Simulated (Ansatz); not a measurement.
# Ti3Se: the cost of one run

Method: DFT PBE, scalar-relativistic, plane waves, PAW, in Ansatz 0.2.0.

1 further run of the same task is left out (it didn't finish).

**1. Starting point**

The structure is cubic, space group Pm-3m (No. 221). Conventional cell: a = 4.113 Å, b = 4.113 Å, c = 4.113 Å, α = 90.00°, β = 90.00°, γ = 90.00°. Ti (site symmetry 4/mmm) is surrounded by 8 Ti at 2.91 Å and 4 Se at 2.91 Å. Se (site symmetry m-3m) is surrounded by 12 Ti at 2.91 Å.

Structure file:

```
CELL_PARAMETERS angstrom
4.11330 0.00000 0.00000
0.00000 4.11330 0.00000
0.00000 0.00000 4.11330
ATOMIC_POSITIONS crystal
Ti 0.00000 0.50000 0.50000
Ti 0.50000 0.00000 0.50000
Ti 0.50000 0.50000 0.00000
Se 0.00000 0.00000 0.00000
```

(A quick probe on a coarse mesh, which set the mesh and smearing, is not shown.)

**3. Coarse relaxation**

Contents of input.yaml:

```yaml
crystal:
  lattice:
    - [4.1132981672, 0.0, 0.0]
    - [0.0, 4.1132981672, 0.0]
    - [0.0, 0.0, 4.1132981672]
  atoms:
    - { symbol: Ti, position: [0.0, 0.5, 0.5] }
    - { symbol: Ti, position: [0.5, 0.0, 0.5] }
    - { symbol: Ti, position: [0.5, 0.5, 0.0] }
    - { symbol: Se, position: [0.0, 0.0, 0.0] }
basis:
  ecutwfc: 420
kpoints:
  mp_grid: { grid: [4, 4, 4] }
hamiltonian:
  xc: pbe
scf:
  occupations: { method: gaussian, width: 0.1 }
  lower_state_search: "off"
output:
  forces: true
  stress: true
  eigenvalues: true
relax:
  adjacent_minimum: "off"
  f_tol: 0.04
  max_steps: 70
  cell: { stress_tol: 0.4 }
```

Run with:

```sh
> ansatz run input.yaml --threads 1 --pin off --max-ram 2560MiB --backend cpu --events-out ev --progress --plain --runs-dir out
```

**Question.** How long does this run take on 1 thread of Intel Xeon 6975P-C (Granite Rapids), shared host, and how much memory does it need?

About 4.7 s, with a peak of 0.37 GiB.
